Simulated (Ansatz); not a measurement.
**HfH (quartet): HSE06, B2PLYP over a scan of the distance Hf1–H2, def2-TZVP**

Aim: run HfH (quartet) with these functionals over a scan of the distance Hf1–H2, and hold them against the top wave-function level at the same points.

The runs use Ansatz 0.2.0, Gaussian basis; def2-TZVP, all electrons in the functionals, frozen cores in the correlation of double hybrids and RPA.

To be run: HSE06, B2PLYP, at 1.513 Å; 1.696 Å; 1.865 Å; 2.065 Å; 2.291 Å; 2.543 Å; 3.055 Å; 3.481 Å; 4.055 Å; 5.149 Å; 6.372 Å.

33 further runs of the same task are left out: 22 for a known fault of the program, 8 that didn't finish, 3 set aside as unsound or not needed.

## (1) The geometry

The geometry derives from a PBE0/def2-TZVP stationary point (not a proven minimum). One bond is set to the value named and the two fragments are kept rigid. No spin-orbit coupling is included. Elements past krypton take def2 core potentials.

2 atoms, charge 0, spin multiplicity 4.

Atoms are counted from 1 here; the program's logs count them from 0.

Bond lengths: Hf1–H2 1.865 Å.

Coordinates:

```
atom   x (Å)   y (Å)   z (Å)
 Hf1  0.0000  0.0000  0.0000
  H2  0.0000  0.0000  1.8648
```

No dispersion term is added. HSE06 is the plane-wave form.

The geometry shown and the zero of energy belong to the point 1.865 Å. The yardstick, FCI, and other wave-function levels (R restricted, U unrestricted, valence and pair active spaces) come from earlier runs.

## (2) HSE06, 1.513 Å

in.yaml reads:

```yaml
crystal:
  periodic: [false, false, false]
  atoms:
    - {symbol: Hf, position_ang: [0.000000, 0.000000, 0.000000]}
    - {symbol: H, position_ang: [0.000000, 0.000000, 1.513000]}
basis:
  gaussian: {orbitals: def2-TZVP}
magnetization: {spin_polarized: true, initial_magnetization: 3}
hamiltonian: {xc: {name: HSE06}}
```

Started as:

```sh
$ ansatz run in.yaml --threads 1 --pin off --events-out ev --progress --plain --max-ram 2393MiB
```

The runs that follow: HSE06, 1.696 Å; HSE06, 1.865 Å; HSE06, 2.065 Å; HSE06, 2.291 Å; HSE06, 2.543 Å; HSE06, 3.055 Å; HSE06, 3.481 Å; HSE06, 4.055 Å; HSE06, 5.149 Å; HSE06, 6.372 Å; B2PLYP, 1.513 Å; B2PLYP, 1.696 Å; B2PLYP, 1.865 Å; B2PLYP, 2.065 Å; B2PLYP, 2.291 Å; B2PLYP, 2.543 Å; B2PLYP, 3.055 Å; B2PLYP, 3.481 Å; B2PLYP, 4.055 Å; B2PLYP, 5.149 Å; B2PLYP, 6.372 Å.

Before running them: what should the planned runs give, taken together? Wanted: span of the FCI curve; largest miss, HSE06; largest miss, B2PLYP.

As calculated:

```
             quantity                value
span of the FCI curve             1.804 eV
  largest miss, HSE06  +0.474 eV (6.372 Å)
 largest miss, B2PLYP  +0.178 eV (6.372 Å)
```

In words: Of the functionals, B2PLYP keep the smallest largest miss at the points compared (at most 0.178 eV) and HSE06 strays most (0.474 eV, at 6.372 Å). Functionals and the yardstick converge differently with the basis, so part of each miss in def2-TZVP is the basis.
